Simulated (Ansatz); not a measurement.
# TiO2: the cost of one run

Method: DFT PBE, scalar-relativistic, plane waves, PAW, in Ansatz 0.2.0.

### 1 Starting point

The structure is tetragonal, space group P4_2/mnm (No. 136). Conventional cell: a = 4.592 Å, b = 4.592 Å, c = 2.957 Å, α = 90.00°, β = 90.00°, γ = 90.00°. Ti (site symmetry mmm) has 6 O at 1.95 to 1.98 Å as nearest neighbours. Around O (site symmetry m2m) lie 3 Ti at 1.95 to 1.98 Å.

Coordinates:

```
CELL_PARAMETERS angstrom
4.59220 0.00000 0.00000
0.00000 4.59220 0.00000
0.00000 0.00000 2.95740
ATOMIC_POSITIONS crystal
Ti 0.00000 0.00000 0.00000
Ti 0.50000 0.50000 0.50000
O 0.30496 0.30496 0.00000
O 0.19504 0.80496 0.50000
O 0.69504 0.69504 0.00000
O 0.80496 0.19504 0.50000
```

The structure rests on an entry of the Crystallography Open Database; cell or positions may have been set otherwise for this series.

### 2 Relaxing the atoms: TiO2, no spin

File input.yaml:

```yaml
crystal:
  lattice:
    - [4.5922, 0.0, 0.0]
    - [0.0, 4.5922, 0.0]
    - [0.0, 0.0, 2.9574]
  atoms:
    - { symbol: Ti, position: [0.0, 0.0, 0.0] }
    - { symbol: Ti, position: [0.5, 0.5, 0.5] }
    - { symbol: O, position: [0.30496, 0.30496, 0.0] }
    - { symbol: O, position: [0.19504, 0.80496, 0.5] }
    - { symbol: O, position: [0.69504, 0.69504, 0.0] }
    - { symbol: O, position: [0.80496, 0.19504, 0.5] }
scf:
  occupations: { method: fixed }
output:
  forces: true
  stress: true
  write_density: true
  write_potential: true
  elf: true
  volumetric_format: npy
hamiltonian:
  xc: pbe
kpoints:
  mp_grid: { grid: [5, 5, 7] }
relax:
  f_tol: 0.004
```

Started as:

```
ansatz run input.yaml --threads 8 --pin off --max-ram 16384MiB --backend cpu --events-out ev --progress --plain --runs-dir out
```

What time and memory should one allow on 8 threads of Arm Neoverse V1, shared host?

About 2.1 s, with a peak of 0.43 GiB.
